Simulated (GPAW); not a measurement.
Runs of GPAW 26.7.0 on HPbNO4. The typed cell holds 7 atoms: a = 3.858 Å, b = 5.535 Å, c = 6.055 Å, α = 106.62°, β = 93.97°, γ = 90.45°. The cell was built by a generator and needn't be a form met in nature.

| task | level | potentials or basis | spin | k mesh | band path | band points | spin axis theta (degrees) | spin axis phi (degrees) | soc after scf | gap on the mesh (eV) | pressure (GPa) | largest force (eV/Å) |
| --- | --- | --- | --- | --- | --- | --- | --- | --- | --- | --- | --- | --- |
| band structure | PBE | GPAW PAW data sets (gpaw-data 1.2.1), pw | SOC, no magnetisation | 7 × 5 × 5 | XGY,LGZ,NGM,RG | 80 | 54.7 | 45 | second variation | 3.00 | -0.3 | 0.13 |
| band structure | PW91 | PAW data sets generated in the run's folder for this functional, pw | off | 5 × 4 × 4 | XGY,LGZ,NGM,RG | 100 | - | - | - | 3.13 | -0.5 | (a) |
| band structure | PBEsol | PAW data sets generated in the run's folder for this functional, pw | off | 5 × 4 × 4 | XGY,LGZ,NGM,RG | 100 | - | - | - | 3.14 | -2.4 | 0.53 |
| band structure | LDA | the program's PAW data sets (release 1.2.1) made for this functional, pw | off | 5 × 4 × 4 | XGY,LGZ,NGM,RG | 100 | - | - | - | 3.09 | (b) | 0.93 |
| band structure | RPBE | the program's PAW data sets (release 1.2.1) made for this functional, pw | off | 5 × 4 × 4 | XGY,LGZ,NGM,RG | 100 | - | - | - | 3.17 | 1.7 | (c) |
| band structure | BLYP | PAW data sets generated in the run's folder for this functional, pw | off | 5 × 4 × 4 | XGY,LGZ,NGM,RG | 100 | - | - | - | 3.11 | 1.7 | 0.53 |
| band structure | SCAN | GPAW PAW data sets (gpaw-data 1.2.1), pw | off | 5 × 4 × 4 | XGY,LGZ,NGM,RG | 100 | - | - | - | 3.43 | -3.1 | - |

Alike in all rows: cell as given; cutoff (eV) 800; smearing fermi-dirac 0.05 eV.

**Question.** Fill in the values left out.

**Answer.** (a) 0.11; (b) -4.7; (c) 0.34.

Caveats: spin-orbit coupling is left out, which as a rule narrows the gap of such compounds by several tenths of an eV (some runs); spin-orbit coupling was added after a scalar SCF, so levels and gaps hold it while energy, forces, pressure and moments don't (some runs); this program's spin-orbit splittings come out too wide for heavy elements (some runs); the forces don't sum to zero, a sign of grid noise (some runs); the PAW data sets were made with another functional, which shifts forces and pressure a little (some runs).

A k mesh can miss the band edges, and rows without SOC leave out spin-orbit coupling on Pb.
